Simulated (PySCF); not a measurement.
# C9H12: the cost of one run

Programs: PySCF 2.14.0, with routines of our own; each step states its level. All values are computed. Atoms count from 0.

## Step 1: The system as given

21 atoms, charge 0, multiplicity 1; geometry from: GFN2-xTB.

## Step 2: Magnetic properties: GIAO HF/pcSseg-1

Job settings and geometry (Å):

```
{"job": {"kind": "mag", "xc": "HF", "basis": "pcSseg-1", "isotopologues": 0}, "charge": 0, "multiplicity": 1}
C      3.507764     0.032060     0.411267
C      2.398041     0.334441     1.077607
C      1.063689    -0.056137     0.685676
C     -0.062541     0.280139     1.318861
C     -1.294183    -0.231923     0.628868
C     -2.004639     0.903870    -0.049195
C     -3.252742     1.254583     0.195260
C     -0.721042    -1.241248    -0.390945
C      0.768185    -0.891304    -0.533770
H      3.489435    -0.546657    -0.496317
H      4.476894     0.356981     0.748841
H      2.457715     0.924322     1.983830
H     -0.131424     0.893361     2.201168
H     -1.982809    -0.711862     1.330410
H     -1.410859     1.444630    -0.774742
H     -3.726521     2.076937    -0.313501
H     -3.858702     0.729583     0.916166
H     -1.250100    -1.192374    -1.342102
H     -0.828312    -2.252558     0.002567
H      0.960161    -0.306116    -1.436715
H      1.393068    -1.783783    -0.576407
```

Method: GIAO HF/pcSseg-1 magnetisability, rotational g tensor and spin-rotation constants, non-relativistic, gas phase.

Launch:

```console
$ OMP_NUM_THREADS=1 python excited_run.py task.json out
```

This one command runs all jobs of the session in turn.

Q: Estimate the wall time and peak memory of this first job on 1 thread of AMD EPYC, shared host.

About 53 s, with a peak of 0.97 GiB.
